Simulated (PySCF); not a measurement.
# Changing the system itself: TlC (quartet)

How does TlC (quartet) answer to another spin, charge, distance or environment?

Computed with PySCF 2.14.0. Level: method and basis as typed in the scripts.

3 further runs of the same task are left out: 3 that didn't finish.

## Step 1: Starting geometry

TlC (quartet): 2 atoms, charge 0, spin multiplicity 4.

Bond lengths: Tl1–C2 2.033 Å.

## Step 2: The run that the others are compared with

Contents of input.py:

```python
from pyscf import gto, scf, mcscf

mol = gto.M(
    atom='Tl 0 0 0; C 0 0 2.033',
    basis='jorge-dzp',
    charge=0,
    spin=3,
    verbose=4,
)
mf = scf.ROHF(mol)
mf.kernel()
mc = mcscf.CASSCF(mf, 4, 3)
mc.kernel()
mc.analyze()
mf.dip_moment()
print('orbital energies (hartree):', mf.mo_energy[..., max(0, mol.nelec[1]-3):mol.nelec[0]+3].round(4))
```

Command:

```console
> OMP_NUM_THREADS=1 python input.py
```

The log of this run is left out.

Base result: E(SCF) = -18948.991871 Eh, E(CAS) − E(SCF) = 0.00000 Eh, μ = 0.54 D (of the SCF density).

No relativity is included for the heavy element. The bond length is a typed value, not an optimised one. The quartet is typed in the script; nothing here shows that it is the ground state.

## Step 3: Bond 0.5 Å

Edit 1 changes bond length: 2.033 Å → 0.5 Å.

Contents of input.py:

```python
from pyscf import gto, scf, mcscf

mol = gto.M(
    atom='Tl 0 0 0; C 0 0 0.5',
    basis='jorge-dzp',
    charge=0,
    spin=3,
    verbose=4,
)
mf = scf.ROHF(mol)
mf.kernel()
mc = mcscf.CASSCF(mf, 4, 3)
mc.kernel()
mc.analyze()
mf.dip_moment()
print('orbital energies (hartree):', mf.mo_energy[..., max(0, mol.nelec[1]-3):mol.nelec[0]+3].round(4))
```

Command:

```console
> OMP_NUM_THREADS=1 python input.py
```

## Step 4: Bond 6.099 Å

Edit 2 changes bond length: 2.033 Å → 6.099 Å.

input.py: that of step 2 with these lines changed.

```diff
@@ -3,3 +3,3 @@
 mol = gto.M(
-    atom='Tl 0 0 0; C 0 0 2.033',
+    atom='Tl 0 0 0; C 0 0 6.099',
     basis='jorge-dzp',
```

## Step 5: Doublet

Edit 3 changes spin (2S): 3 → 1; active space: 3 electrons in 4 orbitals → 7 electrons in 8 orbitals.

input.py: that of step 2 with these lines changed.

```diff
@@ -6,3 +6,3 @@
     charge=0,
-    spin=3,
+    spin=1,
     verbose=4,
@@ -11,3 +11,3 @@
 mf.kernel()
-mc = mcscf.CASSCF(mf, 4, 3)
+mc = mcscf.CASSCF(mf, 8, 7)
 mc.kernel()
```

## Step 6: Sextet

Edit 4 changes spin (2S): 3 → 5; active space: 3 electrons in 4 orbitals → 5 electrons in 6 orbitals.

input.py: that of step 2 with these lines changed.

```diff
@@ -6,3 +6,3 @@
     charge=0,
-    spin=3,
+    spin=5,
     verbose=4,
@@ -11,3 +11,3 @@
 mf.kernel()
-mc = mcscf.CASSCF(mf, 4, 3)
+mc = mcscf.CASSCF(mf, 6, 5)
 mc.kernel()
```

## Step 7: Bond 1.789 Å

Edit 5 changes bond length: 2.033 Å → 1.789 Å.

input.py: that of step 2 with these lines changed.

```diff
@@ -3,3 +3,3 @@
 mol = gto.M(
-    atom='Tl 0 0 0; C 0 0 2.033',
+    atom='Tl 0 0 0; C 0 0 1.789',
     basis='jorge-dzp',
```

Q: Predict the outcome of this session. Wanted: for each run, E(SCF); from base; SCF dipole; after the SCF.

The runs gave:

```csv
run,E(SCF) (hartree),from base (eV),cycles,SCF dipole (D),after the SCF
base,-18948.991871,0,17,0.54,n/a
bond 0.5 Å (poor choice),-18916.905764,+873.1075,10,1.17,n/a
bond 6.099 Å,-18948.728287,+7.1725,14,0.00,CASSCF correlation 0.000 eV (this space leaves nothing to correlate)
doublet,-18948.897757,+2.5610,15,3.10,CASSCF correlation -3.796 eV
sextet,-18948.913724,+2.1265,11,1.50,n/a
bond 1.789 Å,-18948.923662,+1.8561,15,0.75,n/a
```

In words: Of the runs whose energies can be compared, “bond 0.5 Å” moves the SCF energy most (+873.107 eV). The doublet solution found lies 2.56 eV above the base quartet at this geometry and level. The sextet solution found lies 2.13 eV above the base quartet at this geometry and level. Rows marked «poor choice» come from settings spoiled on purpose.
